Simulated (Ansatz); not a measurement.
**Si2H6O2: how energies converge with the basis set**

Aim: see how fast density functionals converge with the basis set for Si2H6O2.

The runs use Ansatz 0.2.0, Gaussian basis; one geometry, several basis sets.

The runs, in order: PBE0-D4/def2-SVP; ωB97M-V/def2-SVP; PBE0-D4/def2-QZVPP; ωB97M-V/def2-QZVPP; the functionals' def2-TZVPP values are taken from earlier runs.

**1. The geometry**

All runs share one geometry, relaxed beforehand with PBE0-D4 in a triple-zeta def2 set.

SMILES `O[SiH2][SiH2]O`, 10 atoms, charge 0, spin multiplicity 1.

Atoms are counted from 1 here; the program's logs count them from 0.

Bond lengths: O1–Si2 1.666 Å, O1–H5 0.958 Å, Si2–Si3 2.355 Å, Si2–H6 1.492 Å, Si2–H7 1.492 Å, Si3–O4 1.652 Å, Si3–H8 1.489 Å, Si3–H9 1.488 Å, O4–H10 0.962 Å. Angles: Si2–O1–H5 118.7°, O1–Si2–Si3 99.0°, O1–Si2–H6 110.9°, O1–Si2–H7 110.7°, Si3–Si2–H6 114.8°, Si3–Si2–H7 114.6°, H6–Si2–H7 106.7°, Si2–Si3–O4 104.4°, Si2–Si3–H8 112.0°, Si2–Si3–H9 112.5°, O4–Si3–H8 110.6°, O4–Si3–H9 109.9°, H8–Si3–H9 107.4°, Si3–O4–H10 113.9°.

**2. PBE0-D4 in def2-SVP**

Input file in.yaml:

```yaml
crystal:
  periodic: [false, false, false]
  atoms:
    - {symbol: O, position_ang: [-1.158235, 0.253629, -1.266064]}
    - {symbol: Si, position_ang: [-0.972097, 0.423334, 0.381164]}
    - {symbol: Si, position_ang: [1.219060, -0.412782, 0.593377]}
    - {symbol: O, position_ang: [1.705388, -0.693399, -0.960328]}
    - {symbol: H, position_ang: [-1.981394, 0.534719, -1.667966]}
    - {symbol: H, position_ang: [-2.011898, -0.352912, 1.116769]}
    - {symbol: H, position_ang: [-1.135196, 1.849593, 0.786647]}
    - {symbol: H, position_ang: [1.260760, -1.669075, 1.391153]}
    - {symbol: H, position_ang: [2.138043, 0.558808, 1.245019]}
    - {symbol: H, position_ang: [1.018671, -0.543116, -1.616867]}
basis:
  gaussian: {orbitals: def2-SVP}
hamiltonian: {xc: pbe0, dispersion: d4}
output: {orbitals: {seedname: orbitals}}
```

Further steps of the session: ωB97M-V in def2-SVP; PBE0-D4 in def2-QZVPP; ωB97M-V in def2-QZVPP.

Before running them: what should the planned runs give, taken together? Wanted: PBE0-D4: double and triple zeta above quadruple; ωB97M-V: double and triple zeta above quadruple.

**Answer**, as computed:

```
                                       quantity           value
PBE0-D4: double and triple zeta above quadruple  11.88, 0.80 eV
ωB97M-V: double and triple zeta above quadruple  11.99, 0.75 eV
```

What this shows: For PBE0-D4 the step from double to triple zeta gains 11.08 eV and the next only 0.80 eV. These are total energies; as a rule much of such shifts cancels in differences, which this series doesn't test. The LUMO of ωB97M-V is positive and keeps falling with the basis (1.48 to 0.55 eV): an unbound level that the basis holds in place.
